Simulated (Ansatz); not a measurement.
**C5H4O2: how energies converge with the basis set**

An exercise on one series of results from a longer session: the logs are not shown, and one member is left open.

Method: one geometry, several basis sets; program: Ansatz 0.2.0, Gaussian basis.

Plan: PBE0-D4/def2-SVP; ωB97M-V/def2-SVP; PBE0-D4/def2-QZVPP; ωB97M-V/def2-QZVPP; the functionals' def2-TZVPP values are taken from earlier runs.

## The geometry

The geometry comes from an earlier relaxation with PBE0-D4 in a triple-zeta def2 set; it is a stationary point, not always the lowest conformer.

SMILES `O=c1ccocc1`, 11 atoms, charge 0, spin multiplicity 1.

Atoms are counted from 1 here; the program's logs count them from 0.

Bond lengths: O1–C2 1.218 Å, C2–C3 1.460 Å, C2–C7 1.460 Å, C3–C4 1.338 Å, C3–H8 1.082 Å, C4–O5 1.346 Å, C4–H9 1.082 Å, O5–C6 1.346 Å, C6–C7 1.338 Å, C6–H10 1.082 Å, C7–H11 1.082 Å. Angles: O1–C2–C3 123.7°, O1–C2–C7 123.7°, C3–C2–C7 112.6°, C2–C3–C4 121.0°, C2–C3–H8 119.1°, C4–C3–H8 119.9°, C3–C4–O5 123.8°, C3–C4–H9 124.9°, O5–C4–H9 111.2°, C4–O5–C6 117.7°, O5–C6–C7 123.8°, O5–C6–H10 111.2°, C7–C6–H10 124.9°, C2–C7–C6 121.0°, C2–C7–H11 119.1°, C6–C7–H11 119.9°.

Set-up of the first run:

The input, in.yaml:

```yaml
crystal:
  periodic: [false, false, false]
  atoms:
    - {symbol: O, position_ang: [0.368274, -2.405258, -0.429529]}
    - {symbol: C, position_ang: [0.186668, -1.219266, -0.217743]}
    - {symbol: C, position_ang: [-0.411985, -0.697695, 1.007237]}
    - {symbol: C, position_ang: [-0.586450, 0.616768, 1.183542]}
    - {symbol: O, position_ang: [-0.236936, 1.547565, 0.276369]}
    - {symbol: C, position_ang: [0.320102, 1.122808, -0.872890]}
    - {symbol: C, position_ang: [0.543920, -0.164107, -1.161145]}
    - {symbol: H, position_ang: [-0.716776, -1.391153, 1.779983]}
    - {symbol: H, position_ang: [-1.022252, 1.071246, 2.063700]}
    - {symbol: H, position_ang: [0.559098, 1.953958, -1.523444]}
    - {symbol: H, position_ang: [0.996349, -0.434884, -2.106081]}
basis:
  gaussian: {orbitals: def2-SVP}
hamiltonian: {xc: pbe0, dispersion: d4}
output: {orbitals: {seedname: orbitals}}
```

The run is started by

```bash
$ ansatz run in.yaml --threads 4 --pin off --events-out ev --progress --plain --max-ram 10444MiB
```

Steps of the session up to this table: PBE0-D4 in def2-SVP; ωB97M-V in def2-SVP; PBE0-D4 in def2-QZVPP; ωB97M-V in def2-QZVPP.

One table of the session follows, with a row left open; its other results are not shown here.

It belongs to the step «Density functionals: the series». 

```
functional       basis  HOMO (eV)
   PBE0-D4    def2-SVP      -6.98
   PBE0-D4  def2-TZVPP      -7.13
   PBE0-D4  def2-QZVPP          ?
   ωB97M-V    def2-SVP      -9.42
   ωB97M-V  def2-TZVPP      -9.55
   ωB97M-V  def2-QZVPP      -9.59
```

Estimate the missing values for PBE0-D4, def2-QZVPP.

As computed: HOMO (eV): -7.17. In the column «HOMO (eV)» it lies between ωB97M-V, def2-SVP (-9.42) and PBE0-D4, def2-TZVPP (-7.13).
